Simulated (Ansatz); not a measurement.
Debugging an equation of state with a fit of GaCu₃, space group Pm-3m (the Ansatz DFT code, driven from Python).

The script, `run_eos.py`:
```python
"""Energy against volume for GaCu3, with a fit."""

import ansatz as az
from ase.eos import EquationOfState
from ase.units import GPa
import numpy as np

VECTORS = np.array([
    [3.645395, 0.0, 0.0],
    [0.0, 3.645395, 0.0],
    [0.0, 0.0, 3.645395],
])
SITES = [
    ("Ga", (0.0, 0.0, 0.0)),
    ("Cu", (0.5, 0.0, 0.5)),
    ("Cu", (0.5, 0.5, 0.0)),
    ("Cu", (0.0, 0.5, 0.5)),
]


def crystal_on(cell):
    crystal = az.Crystal(lattice=az.Lattice.of(cell))
    for symbol, position in SITES:
        crystal = crystal.atom(symbol, position)
    return crystal

# uniform scaling of the cell
volumes, energies = [], []
for scale in np.linspace(0.92, 1.08, 7):
    cell = VECTORS * scale ** (1 / 3)
    job = (
        crystal_on(cell).calculation()
        .pseudopotentials("paw")
        .basis(21 * az.Ha)
        .occupations("Methfessel-Paxton", width=0.05)
        .functional(az.Functional.LDA)
        .kpoints(6, 6, 6)
    )
    report = job.run().report()
    volumes.append(abs(np.linalg.det(cell)) / len(SITES))
    energies.append(report["free_energy_ev"] / len(SITES))
    print(f"V = {volumes[-1]:8.4f} A^3/atom  F = {energies[-1]:.5f} eV/atom")

eos = EquationOfState(volumes, energies, eos="birchmurnaghan")
v0, e0, bulk = eos.fit()
print(f"V0 = {v0:.4f} A^3/atom, E0 = {e0:.5f} eV/atom, B = {bulk / GPa:.1f} GPa")
```

Running `python run_eos.py` prints:
```text
Traceback (most recent call last):
  File "run_eos.py", line 39, in <module>
    report = job.run().report()
TypeError: 'dict' object is not callable
```

Why does it end like this?

The fault: report is a dict, not a method. Mended:

```diff
--- before
+++ after
@@ -38,3 +38,3 @@
     )
-    report = job.run().report()
+    report = job.run().report
     volumes.append(abs(np.linalg.det(cell)) / len(SITES))
```

The mended script runs so:

Output of `python run_eos.py`:
```text
V =  11.1420 A^3/atom  F = -5843.64100 eV/atom
V =  11.4649 A^3/atom  F = -5843.64959 eV/atom
V =  11.7879 A^3/atom  F = -5843.64805 eV/atom
V =  12.1108 A^3/atom  F = -5843.63799 eV/atom
V =  12.4338 A^3/atom  F = -5843.62060 eV/atom
V =  12.7567 A^3/atom  F = -5843.59704 eV/atom
V =  13.0797 A^3/atom  F = -5843.56827 eV/atom
V0 = 11.5721 A^3/atom, E0 = -5843.65012 eV/atom, B = 169.7 GPa
```

Notes:
- Absolute energies stand on the zero of these potentials, so only differences at equal settings mean something.
- Spin is left out of this run.
- The mesh is modest for a metal, so energies can be off by several to tens of meV an atom and pressures by half a GPa or more; differences at equal mesh fare better.
- This cell is a computed structure, which may not be the phase found in nature.
- It ran for 40 s on 1 thread of Arm Neoverse N1 (shared host), peak memory 0.43 GiB.
